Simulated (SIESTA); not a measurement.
## In in SIESTA: convergence with vacuum

Input of the first run (vacuum 6); the others differ in this setting and in those tied to it:

In.fdf

```
SystemName                      In
SystemLabel                     In
NumberOfSpecies                 1
NumberOfAtoms                   5
%block ChemicalSpeciesLabel
  1  49 In
%endblock ChemicalSpeciesLabel

LatticeConstant                 1.0 Ang
%block LatticeVectors
     3.2523000000     0.0000000000     0.0000000000
    -1.6261500000     2.9605392119     0.0000000000
     0.0000000000     0.0000000000    16.8710000000
%endblock LatticeVectors
AtomicCoordinatesFormat         Fractional
%block AtomicCoordinatesAndAtomicSpecies
     0.3017029605     0.6034059209     0.1778199277  1  In
     0.6034059209     0.2068118419     0.3389104071  1  In
     0.9051088814     0.8102177628     0.5000008866  1  In
     0.2068118419     0.4136236837     0.6610913661  1  In
     0.5085148023     0.0170296047     0.8221818455  1  In
%endblock AtomicCoordinatesAndAtomicSpecies

%block kgrid.MonkhorstPack
    7   0   0  0.0
    0   7   0  0.0
    0   0   1  0.0
%endblock kgrid.MonkhorstPack
XC.Functional                   VDW
XC.Authors                      BH
PAO.BasisSize                   DZP
PAO.EnergyShift                 0.003 Ry
Mesh.Cutoff                     500 Ry
OccupationFunction              FD
ElectronicTemperature           0.05 eV
Slab.DipoleCorrection           vacuum
MaxSCFIterations                120
SCF.MustConverge                false
SCF.Mixer.Method                Pulay
SCF.Mixer.Weight                0.25
SCF.Mixer.History               8
SCF.DM.Tolerance                5.0e-05
SCF.H.Tolerance                 1.0e-03 eV
WriteForces                     true
Charge.Mulliken                 end
%block PAO.Basis
  In 4
  n=5 0 2
    6.955 0.000
  n=5 1 2
    9.500 0.000
  n=4 2 2
    4.114 0.000
  n=5 2 1
    9.500
%endblock PAO.Basis
```

Potentials or basis: PseudoDojo 0.4 standard (PBE files), DZP (energy shift 0.003 Ry; two zetas on semicore shells).

The run is started by

```console
$ siesta In.fdf > In.out 2>&1
```

Hardware: 1 thread of Arm Neoverse V2, with other jobs on the host.

Task: The values tried are 6, 8, 10, 12, 15, 20, loosest first. From which on does the energy stay within 1 meV/atom of the tightest run that finished?

Result: From 10 on.

```tsv
vacuum	energy less the tightest run, at zero smearing (meV/atom)	largest force (eV/Å)	SCF cycles	CPU time (s)	peak memory (GiB)
6	-23.35	0.081	12	170	0.67
8	-3.83	0.070	12	160	0.66
10	-0.66	0.070	13	180	0.69
12	-0.19	0.071	13	190	0.71
15	-0.02	0.069	13	190	0.73
20	0.00	0.071	13	210	0.77
```

Against the tightest run, the largest force stays within 0.005 eV/Å from 8 on. The tightest run that finished is the yardstick and may itself not be fully converged.

Caveat, for the tightest run too: the potentials were made for another functional, which shifts forces and pressure.
